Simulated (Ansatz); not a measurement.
# CH5InO2Si: how energies converge with the basis set

An exercise on one series of results from a longer session: the logs are not shown, and one member is left open.

Computed with Ansatz 0.2.0, Gaussian basis. Level: one geometry, several basis sets.

Levels to be run: PBE0-D4/def2-SVP; ωB97M-V/def2-SVP; PBE0-D4/def2-QZVPP; ωB97M-V/def2-QZVPP; the functionals' def2-TZVPP values are taken from earlier runs.

### The relaxed structure

The geometry comes from an earlier relaxation with PBE0-D4 in a triple-zeta def2 set; it is a stationary point, not always the lowest conformer. In takes the def2 core potential; no spin-orbit term is included.

SMILES `O=[CH][InH][SiH2]O`, 10 atoms, charge 0, spin multiplicity 1.

Atoms are counted from 1 here; the program's logs count them from 0.

Bond lengths: O1–C2 1.213 Å, C2–In3 2.263 Å, C2–H6 1.118 Å, In3–Si4 2.578 Å, In3–H7 1.724 Å, Si4–O5 1.644 Å, Si4–H8 1.490 Å, Si4–H9 1.492 Å, O5–H10 0.970 Å. Angles: O1–C2–In3 117.3°, O1–C2–H6 117.0°, In3–C2–H6 125.7°, C2–In3–Si4 101.3°, C2–In3–H7 118.9°, Si4–In3–H7 139.9°, In3–Si4–O5 105.5°, In3–Si4–H8 112.3°, In3–Si4–H9 111.3°, O5–Si4–H8 110.2°, O5–Si4–H9 111.0°, H8–Si4–H9 106.7°, Si4–O5–H10 115.4°.

Coordinates:

```
O    -0.5534    1.9491    0.7346
C     0.4208    1.5180    1.3138
In    1.1831   -0.5198    0.6915
Si   -0.5121   -1.1526   -1.1452
O    -1.5000    0.1529   -1.2991
H     0.8641    2.1643    2.1112
H     2.5766   -1.1626    1.4778
H     0.1493   -1.4536   -2.4461
H    -1.2893   -2.3689   -0.7690
H    -1.3389    0.8733   -0.6696
```

The first run:

Contents of in.yaml:

```yaml
crystal:
  periodic: [false, false, false]
  atoms:
    - {symbol: O, position_ang: [-0.553387, 1.949059, 0.734598]}
    - {symbol: C, position_ang: [0.420756, 1.518025, 1.313819]}
    - {symbol: In, position_ang: [1.183130, -0.519828, 0.691530]}
    - {symbol: Si, position_ang: [-0.512143, -1.152645, -1.145170]}
    - {symbol: O, position_ang: [-1.500034, 0.152887, -1.299103]}
    - {symbol: H, position_ang: [0.864064, 2.164278, 2.111204]}
    - {symbol: H, position_ang: [2.576580, -1.162579, 1.477813]}
    - {symbol: H, position_ang: [0.149251, -1.453633, -2.446141]}
    - {symbol: H, position_ang: [-1.289323, -2.368850, -0.769003]}
    - {symbol: H, position_ang: [-1.338903, 0.873276, -0.669557]}
basis:
  gaussian: {orbitals: def2-SVP}
hamiltonian: {xc: pbe0, dispersion: d4}
output: {orbitals: {seedname: orbitals}}
```

Launch:

```bash
$ ansatz run in.yaml --threads 4 --pin off --events-out ev --progress --plain --max-ram 10444MiB
```

Among the steps run: PBE0-D4 in def2-SVP; ωB97M-V in def2-SVP; PBE0-D4 in def2-QZVPP; ωB97M-V in def2-QZVPP.

One table of the session follows, with a row left open; its other results are not shown here.

It belongs to the step «Density functionals: the series». 

| functional | basis | HOMO (eV) | LUMO (eV) |
| --- | --- | --- | --- |
| PBE0-D4 | def2-SVP | -6.29 | -2.68 |
| PBE0-D4 | def2-TZVPP | -6.34 | -2.73 |
| PBE0-D4 | def2-QZVPP | ? | ? |
| ωB97M-V | def2-SVP | -8.37 | -0.93 |
| ωB97M-V | def2-TZVPP | -8.45 | -1.03 |
| ωB97M-V | def2-QZVPP | -8.47 | -1.05 |

Estimate the missing values for PBE0-D4, def2-QZVPP.

As computed: HOMO (eV): -6.36; LUMO (eV): -2.75. In the column «HOMO (eV)» it lies between ωB97M-V, def2-SVP (-8.37) and PBE0-D4, def2-TZVPP (-6.34).
